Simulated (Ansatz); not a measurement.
**Ga2ReF: from a guess to a relaxed structure**

The task: take a trial cell of Ga2ReF to zero force and stress.

Method: DFT PBE, scalar-relativistic, plane waves, PAW, in Ansatz 0.2.0.

### Step 1. The structure to begin with

It takes space group P4/mmm (No. 123, tetragonal). Conventional cell: a = 4.022 Å, b = 4.022 Å, c = 3.802 Å, α = 90.00°, β = 90.00°, γ = 90.00°. Ga (site symmetry mmm) is surrounded by 4 Re at 2.77 Å and 4 F at 2.77 Å and 4 Ga at 2.84 Å. Around Re (site symmetry 4/mmm) lie 8 Ga at 2.77 Å and 4 F at 2.84 Å. F (site symmetry 4/mmm) is surrounded by 8 Ga at 2.77 Å and 4 Re at 2.84 Å.

Coordinates:

```
CELL_PARAMETERS angstrom
4.02174 0.00000 0.00000
0.00000 4.02174 0.00000
0.00000 0.00000 3.80178
ATOMIC_POSITIONS crystal
Ga 0.00000 0.50000 0.50000
Ga 0.50000 0.00000 0.50000
Re 0.50000 0.50000 0.00000
F 0.00000 0.00000 0.00000
```

A structure generator made this guess: species swapped into a database cell of YAgSn2 (P4/mmm, No. 123), with F on the Y sites, Re on the Ag sites and Ga on the Sn sites. Lengths come from tabulated atomic sizes and are only a guess.

### Step 2. A first look at the guess

File input.yaml:

```yaml
crystal:
  lattice:
    - [4.02173955, 0.0, 0.0]
    - [0.0, 4.02173955, 0.0]
    - [0.0, 0.0, 3.80178403]
  atoms:
    - { symbol: Ga, position: [0.0, 0.5, 0.5] }
    - { symbol: Ga, position: [0.5, 0.0, 0.5] }
    - { symbol: Re, position: [0.5, 0.5, 0.0], spin: 1.0 }
    - { symbol: F, position: [0.0, 0.0, 0.0] }
basis:
  ecutwfc: 420
kpoints:
  mp_grid: { grid: [4, 4, 4] }
hamiltonian:
  xc: pbe
scf:
  occupations: { method: gaussian, width: 0.1 }
  lower_state_search: "off"
output:
  forces: true
  stress: true
  eigenvalues: true
  populations: true
magnetization:
  spin_polarized: true
```

Run with:

```bash
$ ansatz run input.yaml --threads 1 --pin off --max-ram 2560MiB --backend cpu --events-out ev --progress --plain --runs-dir out
```

Further runs follow: relaxation on the finer mesh; second relaxation, mesh chosen anew.

Q: Predict the outcome of this session. Wanted: conventional cell; volume; energy over the elements; gap on the mesh; total moment.

The runs gave:

| quantity | value |
| --- | --- |
| symmetry at the end (tolerance 0.05 Å) | space group P4/mmm (No. 123) |
| conventional cell | a = 4.644 Å, b = 4.644 Å, c = 2.643 Å, α = 90.00°, β = 90.00°, γ = 90.00° |
| volume | 14.25 Å³/atom |
| energy over the elements (uncorrected; H, N, O, F and Cl as molecules) | -0.55 eV/atom |
| gap on the mesh | none (metal) |
| total moment | -0.15 μB/cell |

What this shows: The space group P4/mmm (No. 123) is kept, and the volume per atom shrinks by 7.3 % from the first guess. A negative formation energy is needed for stability but isn't enough; other structures and compounds were not set against it here. No finished test with a distortion of lower symmetry is shown, so the end may be a saddle point. Spin-orbit coupling is left out for Re. Other magnetic orders were not searched.
